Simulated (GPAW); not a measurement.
A run of GPAW 26.7.0:

run.py

```python
from ase.dft.bandgap import bandgap
from ase.io import read, write
from ase.units import Bohr, GPa
from gpaw import GPAW, PW
from gpaw.elf import elf_from_dft_calculation

atoms = read('POSCAR')

calc = GPAW(mode=PW(600),
            xc='LDA',
            kpts={'size': (8, 8, 8), 'gamma': True},
            occupations={'name': 'fermi-dirac', 'width': 0.05},
            nbands=26,
            convergence={'density': 1e-05, 'energy': 1e-05},
            maxiter=150,
            txt='gpaw.txt')
atoms.calc = calc
energy = atoms.get_potential_energy()
forces = atoms.get_forces()
stress = atoms.get_stress()
calc.write('gs.gpw')
write('result.traj', atoms)
print(f'Energy: {energy:.6f} eV')
print('Forces (eV/A):')
print(forces.round(4))
print('Stress (GPa):', (stress / GPa).round(3))
print('Fermi level:', round(calc.get_fermi_level(), 4), 'eV')
print(f'Gap: {bandgap(calc)[0]:.4f} eV, direct: {bandgap(calc, direct=True)[0]:.4f} eV')

# fields on the real-space grid
write('density.cube', atoms, data=calc.get_pseudo_density() * Bohr**3)
write('potential.cube', atoms, data=calc.get_electrostatic_potential())
write('elf.cube', atoms, data=elf_from_dft_calculation(calc).data)

path = atoms.cell.bandpath('GXMGRX,MR', npoints=80, eps=1e-4)
bs_calc = calc.fixed_density(kpts=path, symmetry='off', nbands=38,
                             convergence={'bands': 'CBM+6.0', 'eigenstates': 1e-6}, txt='bands.txt')
bs = bs_calc.band_structure()
bs.write('bs.json')
print(f'Gap on the path: {bandgap(bs_calc)[0]:.4f} eV')
```

File POSCAR:

```
RuAu
1.0
    3.1648100000      0.0000000000      0.0000000000
    0.0000000000      3.1648100000      0.0000000000
    0.0000000000      0.0000000000      3.1648100000
Ru Au
1 1
Direct
    0.0000000000      0.0000000000      0.0000000000
    0.5000000000      0.5000000000      0.5000000000
```

Potentials or basis: the program's PAW data sets (release 1.2.1) made for this functional, pw.

Run with:

```sh
$ OMP_NUM_THREADS=1 python run.py
```

Hardware: 1 thread of Intel(R) Xeon(R) 6975P-C (Granite Rapids), with other jobs on the host.

Question: Estimate the wall time of this run.

Answer: Wall time 22 s on 1 thread of Intel(R) Xeon(R) 6975P-C (Granite Rapids) (shared host), peak memory 0.25 GiB. Counts: scf iterations 14, plane waves 1074, bands 26, k points 35.
